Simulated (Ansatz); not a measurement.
**SiBCl5: basis-set convergence**

The task here is to estimate one member of a computed series from the others.

Program: Ansatz 0.2.0, Gaussian basis. Level of theory: one geometry, several basis sets. These are calculated values, not measurements.

The runs, in order: PBE0-D4/def2-SVP; ωB97M-V/def2-SVP; PBE0-D4/def2-QZVPP; ωB97M-V/def2-QZVPP; the functionals' def2-TZVPP values are taken from earlier runs.

**The geometry**

The geometry comes from an earlier relaxation with PBE0-D4 in a triple-zeta def2 set; it is a stationary point, not always the lowest conformer.

SMILES `ClB(Cl)[Si](Cl)(Cl)Cl`, 7 atoms, charge 0, spin multiplicity 1.

Atoms are counted from 1 here; the program's logs count them from 0.

Bond lengths: Cl1–B2 1.734 Å, B2–Cl3 1.731 Å, B2–Si4 2.017 Å, Si4–Cl5 2.039 Å, Si4–Cl6 2.038 Å, Si4–Cl7 2.034 Å. Angles: Cl1–B2–Cl3 120.6°, Cl1–B2–Si4 118.2°, Cl3–B2–Si4 121.2°, B2–Si4–Cl5 108.7°, B2–Si4–Cl6 109.4°, B2–Si4–Cl7 112.2°, Cl5–Si4–Cl6 109.0°, Cl5–Si4–Cl7 108.8°, Cl6–Si4–Cl7 108.8°.

Set-up of the first run:

Input file in.yaml:

```yaml
crystal:
  periodic: [false, false, false]
  atoms:
    - {symbol: Cl, position_ang: [0.280552, 1.633888, 1.894347]}
    - {symbol: B, position_ang: [0.207341, 1.157428, 0.228746]}
    - {symbol: Cl, position_ang: [0.396833, 2.329072, -1.031411]}
    - {symbol: Si, position_ang: [-0.116365, -0.788197, -0.192724]}
    - {symbol: Cl, position_ang: [-1.950782, -1.316052, 0.523648]}
    - {symbol: Cl, position_ang: [1.305870, -1.924198, 0.723730]}
    - {symbol: Cl, position_ang: [-0.062250, -1.159842, -2.192036]}
basis:
  gaussian: {orbitals: def2-SVP}
hamiltonian: {xc: pbe0, dispersion: d4}
output: {orbitals: {seedname: orbitals}}
```

Started as:

```sh
$ ansatz run in.yaml --threads 4 --pin off --events-out ev --progress --plain --max-ram 11315MiB
```

Steps of the session up to this table: PBE0-D4 in def2-SVP; ωB97M-V in def2-SVP; PBE0-D4 in def2-QZVPP; ωB97M-V in def2-QZVPP.

One table of the session follows, with a row left open; its other results are not shown here.

It belongs to the step «Functionals by basis». 

| functional | basis | HOMO (eV) | LUMO (eV) |
| --- | --- | --- | --- |
| PBE0-D4 | def2-SVP | -8.55 | -2.55 |
| PBE0-D4 | def2-TZVPP | -8.66 | -2.74 |
| PBE0-D4 | def2-QZVPP | -8.70 | -2.79 |
| ωB97M-V | def2-SVP | -10.57 | -0.43 |
| ωB97M-V | def2-TZVPP | -10.74 | -0.67 |
| ωB97M-V | def2-QZVPP | ? | ? |

**Question.** Estimate the row for ωB97M-V, def2-QZVPP.

The run gave: HOMO (eV): -10.79; LUMO (eV): -0.75. In the column «HOMO (eV)» it is the lowest.
